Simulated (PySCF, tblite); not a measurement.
# C₄H₁₄N₂Si₂: geometry, infrared bands and NMR shifts

Wanted: the infrared bands and NMR shifts of C₄H₁₄N₂Si₂ (`N[SiH2][SiH2]NC1CCC1`), by calculation.

Programs: tblite 0.8.0 and PySCF 2.14.0, with density-fitted response routines of our own. Each step states its level of theory. These are calculated values for one molecule in the gas phase, unless marked as measured. Atoms count from 0, in the outputs and in this text.

## (1) The molecule as given

22 atoms, charge 0, multiplicity 1; geometry from: force field or distance geometry start.

Bonds of the start (Å): N0–Si1 1.78, Si1–Si2 2.20, Si2–N3 1.79, N3–C4 1.42, C4–C5 1.49, C5–C6 1.52, C6–C7 1.52, C7–C4 1.52, N0–H8 1.03, N0–H9 1.04, Si1–H10 1.49, Si1–H11 1.47, Si2–H12 1.49, Si2–H13 1.50, N3–H14 1.05, C4–H15 1.10, C5–H16 1.09, C5–H17 1.13, C6–H18 1.13, C6–H19 1.09, C7–H20 1.10, C7–H21 1.08.

## (2) Geometry optimisation with GFN2-xTB

The job: settings as JSON, then the geometry in Å.

```
{"job": {"kind": "relax", "xc": "GFN2-xTB", "basis": "xTB"}, "charge": 0, "multiplicity": 1}
N      3.584200     0.199200    -1.224500
Si     3.073300     0.813500     0.371000
Si     0.895600     1.097900     0.564000
N     -0.049600    -0.416800     0.525700
C     -1.093900    -0.390200    -0.442400
C     -1.981400    -1.568800    -0.622100
C     -2.980000    -0.901300     0.311100
C     -2.280600     0.418300     0.040700
H      3.891100     0.961600    -1.853600
H      4.389900    -0.444900    -1.067200
H      3.791800     2.067800     0.721200
H      3.514700    -0.170300     1.375500
H      0.663200     1.833800     1.842600
H      0.481800     2.019100    -0.540500
H      0.599500    -1.193700     0.252400
H     -0.701900     0.058100    -1.370900
H     -1.638000    -2.548500    -0.303500
H     -2.439200    -1.600600    -1.650100
H     -2.847000    -1.215200     1.386000
H     -4.000500    -1.000200    -0.066400
H     -2.739300     1.031000    -0.755300
H     -2.144300     0.969700     0.963900
```

Command:

```bash
> OMP_NUM_THREADS=1 python probes_run.py task.json out
```

The driver reads the jobs from task.json and runs them one after another.

**Question.** This job is followed by: GFN2-xTB harmonic vibrations, gas phase; GIAO PBE0/pcSseg-1 NMR shielding, non-relativistic, gas phase. Predict these results of the whole session: strongest single infrared mode (GFN2-xTB); zero-point energy (GFN2-xTB); 13C shifts against TMS (PBE0/pcSseg-1, means over atoms taken as alike); 1H shifts against TMS (PBE0/pcSseg-1, means over atoms taken as alike); 15N shifts against NH3 (PBE0/pcSseg-1); 29Si shifts against TMS (PBE0/pcSseg-1); surface potential, 1st and 99th percentile.

As calculated:

| quantity | value |
| --- | --- |
| strongest single infrared mode (GFN2-xTB) | 2112 cm⁻¹, 572 km/mol |
| zero-point energy (GFN2-xTB) | 109.3 kcal/mol |
| 13C shifts against TMS (PBE0/pcSseg-1, means over atoms taken as alike) | 53.5, 36.9, 13.1 ppm |
| 1H shifts against TMS (PBE0/pcSseg-1, means over atoms taken as alike) | 4.99, 4.85, 3.20, 2.66, 1.66, 1.65, 1.62, -0.14, -0.28 ppm |
| 15N shifts against NH3 (PBE0/pcSseg-1) | 47.6, -4.1 ppm |
| 29Si shifts against TMS (PBE0/pcSseg-1) | -54.5, -57.2 ppm |
| surface potential, 1st and 99th percentile | -1.30 V and 1.42 V |

In words: Over 154 steps the energy fell by 1.007 eV; of the close pairs, Si1–Si2 changed most, 2.205 to 2.291 Å. The lowest mode is slightly imaginary (20i cm⁻¹), a soft motion within the noise of the Hessian, so the minimum is not strictly shown. The strongest single mode, at 2112 cm⁻¹, moves mainly H10. Unscaled tight-binding wavenumbers are off by several per cent, some by more. Its intensities can rank the bands wrongly. The most deshielded carbon is C4 (sp3 CH bonded to N), at 53.5 ppm: deshielded by the electronegative neighbour.
